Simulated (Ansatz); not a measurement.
**C₅H₄F₆: one species, many methods**

An exercise on one series of results from a longer session: the logs are not shown, and one member is left open.

The runs use Ansatz 0.2.0, Gaussian basis; functionals in def2-TZVPP, the program's frozen cores in correlated methods.

Plan: LDA (SPW92), PBE-D4, revPBE-D4, BLYP-D4, r2SCAN-D4, B97M-V, PBE0-D4, B3LYP-D4, r2SCANh-D4, r2SCAN0-D4, HSE06-D4, BHLYP-D4, CAM-B3LYP-D4, LC-ωPBE, ωB97X-V, ωB97M-V, B2PLYP, PBE-QIDH; CCSD(T)/def2-SVP; CCSD(T)/def2-TZVPP; MP2/def2-QZVPP; extrapolation to the limit; RPA on PBE.

## The geometry

The geometry comes from an earlier relaxation with PBE0-D4 in a triple-zeta def2 set; it is a stationary point, not always the lowest conformer.

SMILES `F[C@H]1CC(F)(F)[C@H](F)C1(F)F`, 15 atoms, charge 0, spin multiplicity 1.

Atoms are counted from 1 here; the program's logs count them from 0.

Bond lengths: F1–C2 1.378 Å, C2–C3 1.519 Å, C2–C9 1.529 Å, C2–H12 1.091 Å, C3–C4 1.532 Å, C3–H13 1.089 Å, C3–H14 1.090 Å, C4–F5 1.348 Å, C4–F6 1.355 Å, C4–C7 1.542 Å, C7–F8 1.353 Å, C7–C9 1.524 Å, C7–H15 1.094 Å, C9–F10 1.354 Å, C9–F11 1.340 Å. Angles: F1–C2–C3 110.2°, F1–C2–C9 108.1°, F1–C2–H12 108.7°, C3–C2–C9 103.2°, C3–C2–H12 114.6°, C9–C2–H12 111.7°, C2–C3–C4 106.2°, C2–C3–H13 111.3°, C2–C3–H14 110.4°, C4–C3–H13 111.6°, C4–C3–H14 108.3°, H13–C3–H14 109.0°, C3–C4–F5 111.2°, C3–C4–F6 111.7°, C3–C4–C7 106.6°, F5–C4–F6 106.8°, F5–C4–C7 110.3°, F6–C4–C7 110.3° and more.

Set-up of the first run:

in.yaml

```yaml
crystal:
  periodic: [false, false, false]
  atoms:
    - {symbol: F, position_ang: [-1.973655, -0.695261, -0.505271]}
    - {symbol: C, position_ang: [-0.626154, -0.939436, -0.655515]}
    - {symbol: C, position_ang: [0.061357, 0.267458, -1.270217]}
    - {symbol: C, position_ang: [0.439754, 1.184622, -0.103491]}
    - {symbol: F, position_ang: [1.756397, 1.474604, -0.119627]}
    - {symbol: F, position_ang: [-0.222604, 2.365784, -0.159295]}
    - {symbol: C, position_ang: [0.074484, 0.427442, 1.188611]}
    - {symbol: F, position_ang: [0.954337, 0.628818, 2.196998]}
    - {symbol: C, position_ang: [-0.002095, -1.026262, 0.737340]}
    - {symbol: F, position_ang: [1.242894, -1.543383, 0.611319]}
    - {symbol: F, position_ang: [-0.690438, -1.806352, 1.582178]}
    - {symbol: H, position_ang: [-0.498703, -1.868477, -1.213297]}
    - {symbol: H, position_ang: [-0.588930, 0.773063, -1.982715]}
    - {symbol: H, position_ang: [0.977383, -0.035367, -1.777886]}
    - {symbol: H, position_ang: [-0.926028, 0.741946, 1.500167]}
basis:
  gaussian: {orbitals: def2-TZVPP}
hamiltonian: {xc: lda}
output: {orbitals: {seedname: orbitals}}
```

On the command line:

```sh
$ ansatz run in.yaml --threads 4 --pin off --events-out ev --progress --plain --max-ram 66560MiB --backend cuda --devices 0, --max-vram 37GiB
```

Steps of the session up to this table: LDA; PBE-D4 (GGA); revPBE-D4 (GGA); BLYP-D4 (GGA); r2SCAN-D4 (meta-GGA); B97M-V (meta-GGA); PBE0-D4 (hybrid); B3LYP-D4 (hybrid); r2SCANh-D4 (hybrid); r2SCAN0-D4 (hybrid); HSE06-D4 (hybrid); BHLYP-D4 (hybrid); CAM-B3LYP-D4 (range-separated); LC-ωPBE (range-separated); ωB97X-V (range-separated); ωB97M-V (range-separated); B2PLYP (double hybrid); PBE-QIDH (double hybrid).

One table of the session follows, with a row left open; its other results are not shown here.

It belongs to the step «Frontier levels by functional». 

| functional | HOMO (eV) | gap (eV) |
| --- | --- | --- |
| LDA (SPW92) | -7.93 | 6.74 |
| PBE-D4 | -7.71 | 6.85 |
| revPBE-D4 | ? | ? |
| BLYP-D4 | -7.69 | 6.95 |
| r2SCAN-D4 | -8.07 | 7.55 |
| B97M-V | -8.25 | 7.72 |
| PBE0-D4 | -9.42 | 9.63 |
| B3LYP-D4 | -9.23 | 9.17 |
| r2SCANh-D4 | -8.71 | 8.57 |
| r2SCAN0-D4 | -9.66 | 10.08 |
| HSE06-D4 | -9.01 | 8.84 |
| BHLYP-D4 | -11.13 | 12.39 |
| CAM-B3LYP-D4 | -10.97 | 12.25 |
| LC-ωPBE | -12.20 | 14.76 |
| ωB97X-V | -11.87 | 14.32 |
| ωB97M-V | -11.78 | 13.97 |

**Question.** Estimate the row for revPBE-D4.

As computed: HOMO (eV): -7.61; gap (eV): 6.88. In the column «HOMO (eV)» it is the highest.
